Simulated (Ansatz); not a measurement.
# CH₂BNO: how energies converge with the basis set

The task here is to estimate one member of a computed series from the others.

Method: one geometry, several basis sets; program: Ansatz 0.2.0, Gaussian basis.

Levels to be run: PBE0-D4/def2-SVP; ωB97M-V/def2-SVP; PBE0-D4/def2-QZVPP; ωB97M-V/def2-QZVPP; CCSD(T)/cc-pV(D+d)Z; CCSD(T)/cc-pV(T+d)Z; CCSD(T)/cc-pV(Q+d)Z; the functionals' def2-TZVPP values are taken from earlier runs.

### The relaxed structure

The geometry comes from an earlier relaxation with PBE0-D4 in a triple-zeta def2 set; it is a stationary point.

6 atoms, charge 0, spin multiplicity 1.

Atoms are counted from 1 here; the program's logs count them from 0.

Bond lengths: B1–N2 1.404 Å, B1–H5 1.195 Å, B1–H6 1.193 Å, N2–C3 1.196 Å, C3–O4 1.162 Å. Angles: N2–B1–H5 119.2°, N2–B1–H6 118.7°, H5–B1–H6 122.1°, B1–N2–C3 159.7°, N2–C3–O4 176.3°.

The first run:

File in.yaml:

```yaml
crystal:
  periodic: [false, false, false]
  atoms:
    - {symbol: B, position_ang: [-0.469978, 0.955421, -0.144734]}
    - {symbol: N, position_ang: [0.227042, -0.197821, 0.250114]}
    - {symbol: C, position_ang: [0.668888, -1.308903, 0.214354]}
    - {symbol: O, position_ang: [1.129162, -2.375373, 0.245559]}
    - {symbol: H, position_ang: [-1.048612, 0.958577, -1.190677]}
    - {symbol: H, position_ang: [-0.464503, 1.904099, 0.579183]}
basis:
  gaussian: {orbitals: def2-SVP}
hamiltonian: {xc: pbe0, dispersion: d4}
output: {orbitals: {seedname: orbitals}}
```

Run with:

```bash
$ ansatz run in.yaml --threads 2 --pin off --events-out ev --progress --plain --max-ram 22528MiB --backend cpu
```

Among the steps run: PBE0-D4 in def2-SVP; ωB97M-V in def2-SVP; PBE0-D4 in def2-QZVPP; ωB97M-V in def2-QZVPP.

One table of the session follows, with a row left open; its other results are not shown here.

It belongs to the step «Density functionals: the series». 

| functional | basis | HOMO (eV) | LUMO (eV) |
| --- | --- | --- | --- |
| PBE0-D4 | def2-SVP | -8.30 | -1.84 |
| PBE0-D4 | def2-TZVPP | -8.39 | -1.93 |
| PBE0-D4 | def2-QZVPP | ? | ? |
| ωB97M-V | def2-SVP | -10.48 | 0.28 |
| ωB97M-V | def2-TZVPP | -10.61 | 0.08 |
| ωB97M-V | def2-QZVPP | -10.63 | 0.02 |

Estimate the missing values for PBE0-D4, def2-QZVPP.

As computed: HOMO (eV): -8.41; LUMO (eV): -1.96. In the column «HOMO (eV)» it lies between ωB97M-V, def2-SVP (-10.48) and PBE0-D4, def2-TZVPP (-8.39).
